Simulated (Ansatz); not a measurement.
# Ge2H7 (doublet): from Hartree-Fock to the top rungs at distance Ge1–H5 along a hydrogen transfer = 1.649 Å, cc-pVDZ

Aim: climb from Hartree-Fock through coupled cluster and multireference methods for Ge2H7 (doublet) at one geometry and basis, and see what each rung misses.

Program: Ansatz 0.2.0, Gaussian basis. Level of theory: cc-pVDZ, core rule «outside noble gas», up to 28 orbitals frozen. These are calculated values, not measurements.

To be run: UHF; CCSD(T) on ROHF; CCSD(T) on UHF; BCCD(T) on ROHF; CISD; CCSDT(Q) on ROHF; CCSDT(Q) on UHF; CASSCF and MRCISD+Q, 3 electrons in 3 orbitals; CASSCF and NEVPT2, 3 electrons in 3 orbitals; CASSCF and MRCISD+Q, 9 electrons in 9 orbitals; CASSCF and NEVPT2, 9 electrons in 9 orbitals.

## Step 1: What is computed

The geometry derives from fragments relaxed apart (PBE0/def2-TZVP) and kept rigid, so it is no stationary point. A hydrogen atom is moved between rigid fragments. No spin-orbit coupling is included. The filled d shell of Ge may be among the frozen orbitals whatever the setting's name suggests; the logs give the count.

9 atoms, charge 0, spin multiplicity 2.

Atoms are counted from 1 here; the program's logs count them from 0.

Bond lengths: Ge1–H2 1.534 Å, Ge1–H3 1.534 Å, Ge1–H4 1.534 Å, Ge1–H5 1.649 Å, Ge6–H7 1.539 Å, Ge6–H8 1.539 Å, Ge6–H9 1.539 Å. Angles: H2–Ge1–H3 109.5°, H2–Ge1–H4 109.5°, H2–Ge1–H5 109.5°, H3–Ge1–H4 109.5°, H3–Ge1–H5 109.5°, H4–Ge1–H5 109.5°, H7–Ge6–H8 111.2°, H7–Ge6–H9 111.2°, H8–Ge6–H9 111.2°.

## Step 2: UHF

in.yaml reads:

```yaml
crystal:
  periodic: [false, false, false]
  atoms:
    - {symbol: Ge, position_ang: [-1.931265, 0.000000, 0.000000]}
    - {symbol: H, position_ang: [-2.442715, 1.446599, 0.000000]}
    - {symbol: H, position_ang: [-2.442715, -0.723300, 1.252792]}
    - {symbol: H, position_ang: [-2.442715, -0.723299, -1.252791]}
    - {symbol: H, position_ang: [-0.282265, 0.000000, 0.000000]}
    - {symbol: Ge, position_ang: [1.936735, 0.000000, 0.000000]}
    - {symbol: H, position_ang: [2.405403, -1.465915, 0.000000]}
    - {symbol: H, position_ang: [2.405403, 0.732958, -1.269520]}
    - {symbol: H, position_ang: [2.405403, 0.732957, 1.269519]}
basis:
  gaussian: {orbitals: cc-pVDZ}
magnetization: {spin_polarized: true, initial_magnetization: 1}
hamiltonian: {xc: hf}
output: {orbitals: {seedname: orbitals}}
```

The run is started by

```
$ ansatz run in.yaml --threads 1 --pin off --events-out ev --progress --plain --max-ram 2816MiB --backend cpu
```

After this run come: CCSD(T) on ROHF; CCSD(T) on UHF; BCCD(T) on ROHF; CISD; CCSDT(Q) on ROHF; CCSDT(Q) on UHF; CASSCF and MRCISD+Q, 3 electrons in 3 orbitals; CASSCF and NEVPT2, 3 electrons in 3 orbitals; CASSCF and MRCISD+Q, 9 electrons in 9 orbitals; CASSCF and NEVPT2, 9 electrons in 9 orbitals.

**Question.** What will the summary of the whole plan be? Wanted: UCCSDT(Q) below the RHF energy; RMP2 from UCCSDT(Q); UMP2 from UCCSDT(Q); RCCSD from UCCSDT(Q); RCCSD(T) from UCCSDT(Q); UCCSD(T) from UCCSDT(Q); RCCSDT(Q) from UCCSDT(Q); NEVPT2 pair from UCCSDT(Q); MRCISD+Q frontier from UCCSDT(Q).

The runs gave:

```
                         quantity                                                                      value
   UCCSDT(Q) below the RHF energy                                                                 -7.4960 eV
              RMP2 from UCCSDT(Q)                                                                +1691.2 meV
              UMP2 from UCCSDT(Q)                                                                +1688.7 meV
             RCCSD from UCCSDT(Q)                                                                 +186.7 meV
          RCCSD(T) from UCCSDT(Q)                                                                  +41.6 meV
          UCCSD(T) from UCCSDT(Q)                                                                  +38.3 meV
         RCCSDT(Q) from UCCSDT(Q)                                                                   +3.8 meV
       NEVPT2 pair from UCCSDT(Q)                                                                +1674.3 meV
 MRCISD+Q frontier from UCCSDT(Q)                                                                  +41.3 meV
levels within 1 kcal/mol (43 meV)  RCCSD(T), UCCSD(T), BCCD(T), RCCSDT, UCCSDT, RCCSDT(Q), MRCISD+Q frontier
                    T1 diagnostic                                                                      0.015
```

In words: RCCSD(T) misses by +41.6 meV, 0.6 % of the correlation energy. Of the multireference levels listed MRCISD+Q frontier comes nearest in total energy (+41.3 meV), which doesn't show that its space is the better one. These misses are within one basis, not against nature; the frozen cores of restricted and unrestricted runs differ, which can shift their rows.
